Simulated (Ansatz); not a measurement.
**C₄H₁₃BSi: up Jacob's ladder to CCSD(T)**

The task here is to estimate one member of a computed series from the others.

Program: Ansatz 0.2.0, Gaussian basis. Level of theory: functionals in def2-TZVPP, the program's frozen cores in correlated methods. These are calculated values, not measurements.

Levels to be run: LDA (SPW92), PBE-D4, revPBE-D4, BLYP-D4, r2SCAN-D4, B97M-V, PBE0-D4, B3LYP-D4, r2SCANh-D4, r2SCAN0-D4, HSE06-D4, BHLYP-D4, CAM-B3LYP-D4, LC-ωPBE, ωB97X-V, ωB97M-V, B2PLYP, PBE-QIDH; CCSD(T)/def2-SVP; MP2/def2-TZVPP; RPA on PBE.

1 further run of the same task is left out (it didn't finish).

## The geometry

An earlier PBE0-D4 in a triple-zeta def2 set relaxation fixed the geometry.

19 atoms, charge 0, spin multiplicity 1.

Atoms are counted from 1 here; the program's logs count them from 0.

Bond lengths: B1–C2 1.525 Å, B1–H7 1.200 Å, B1–H8 1.200 Å, C2–Si3 1.911 Å, C2–H9 1.095 Å, C2–H10 1.095 Å, Si3–C4 1.872 Å, Si3–C5 1.872 Å, Si3–C6 1.873 Å, C4–H11 1.093 Å, C4–H12 1.094 Å, C4–H13 1.093 Å, C5–H14 1.093 Å, C5–H15 1.093 Å, C5–H16 1.094 Å, C6–H17 1.093 Å, C6–H18 1.094 Å, C6–H19 1.093 Å. Angles: C2–B1–H7 120.9°, C2–B1–H8 121.0°, H7–B1–H8 118.0°, B1–C2–Si3 107.7°, B1–C2–H9 115.0°, B1–C2–H10 115.0°, Si3–C2–H9 103.7°, Si3–C2–H10 103.7°, H9–C2–H10 110.4°, C2–Si3–C4 109.9°, C2–Si3–C5 109.9°, C2–Si3–C6 107.3°, C4–Si3–C5 110.1°, C4–Si3–C6 109.7°, C5–Si3–C6 109.7°, Si3–C4–H11 111.5°, Si3–C4–H12 110.7°, Si3–C4–H13 111.1° and more.

The first run:

in.yaml

```yaml
crystal:
  periodic: [false, false, false]
  atoms:
    - {symbol: B, position_ang: [1.397487, 0.584731, -1.906513]}
    - {symbol: C, position_ang: [1.264414, 0.967733, -0.436372]}
    - {symbol: Si, position_ang: [-0.174562, -0.051149, 0.300158]}
    - {symbol: C, position_ang: [0.206011, -1.879659, 0.168523]}
    - {symbol: C, position_ang: [-1.765266, 0.343369, -0.605173]}
    - {symbol: C, position_ang: [-0.336180, 0.433008, 2.102541]}
    - {symbol: H, position_ang: [0.764532, 1.154022, -2.752090]}
    - {symbol: H, position_ang: [2.078485, -0.344012, -2.243404]}
    - {symbol: H, position_ang: [0.967976, 2.005589, -0.253218]}
    - {symbol: H, position_ang: [2.120034, 0.699307, 0.191688]}
    - {symbol: H, position_ang: [0.271661, -2.200494, -0.874151]}
    - {symbol: H, position_ang: [-0.573283, -2.473355, 0.654372]}
    - {symbol: H, position_ang: [1.157786, -2.120048, 0.649728]}
    - {symbol: H, position_ang: [-1.974610, 1.416223, -0.585921]}
    - {symbol: H, position_ang: [-1.716995, 0.034147, -1.652315]}
    - {symbol: H, position_ang: [-2.612001, -0.170596, -0.141799]}
    - {symbol: H, position_ang: [0.583683, 0.220354, 2.653264]}
    - {symbol: H, position_ang: [-1.148742, -0.122804, 2.579125]}
    - {symbol: H, position_ang: [-0.552328, 1.499235, 2.207956]}
basis:
  gaussian: {orbitals: def2-TZVPP}
hamiltonian: {xc: lda}
output: {orbitals: {seedname: orbitals}}
```

Run with:

```sh
ansatz run in.yaml --threads 4 --pin off --events-out ev --progress --plain --max-ram 11315MiB
```

Steps of the session up to this table: LDA; PBE-D4 (GGA); revPBE-D4 (GGA); BLYP-D4 (GGA); r2SCAN-D4 (meta-GGA); B97M-V (meta-GGA); B3LYP-D4 (hybrid); r2SCANh-D4 (hybrid); r2SCAN0-D4 (hybrid); HSE06-D4 (hybrid); BHLYP-D4 (hybrid); CAM-B3LYP-D4 (range-separated); LC-ωPBE (range-separated); ωB97X-V (range-separated); ωB97M-V (range-separated); B2PLYP (double hybrid); PBE-QIDH (double hybrid).

One of the session's tables, all rows but one given; the rest of the session is left out.

It belongs to the step «Frontier levels by functional». 

```
  functional  HOMO (eV)  gap (eV)
 LDA (SPW92)      -7.15      4.91
      PBE-D4      -7.03      5.08
   revPBE-D4      -6.97      5.15
     BLYP-D4      -6.91      5.11
   r2SCAN-D4      -7.28      5.70
      B97M-V      -7.38      5.69
     PBE0-D4      -8.27      7.29
    B3LYP-D4          ?         ?
  r2SCANh-D4      -7.74      6.49
  r2SCAN0-D4      -8.44      7.67
    HSE06-D4      -7.87      6.51
    BHLYP-D4      -9.43      9.46
CAM-B3LYP-D4      -9.63      9.72
     LC-ωPBE     -10.98     12.25
     ωB97X-V     -10.62     11.78
     ωB97M-V     -10.49     11.38
```

Q: Estimate the row for B3LYP-D4 from the others.

Worked estimate for «HOMO (eV)». Against the share of exact exchange, BLYP-D4 (0, -6.91), BHLYP-D4 (0.5, -9.43) give a slope of -5.04 per unit share; at 0.2 the line stands at -7.92.

As computed: HOMO (eV): -8.06; gap (eV): 6.87. In «HOMO (eV)» the line misses by +0.14.
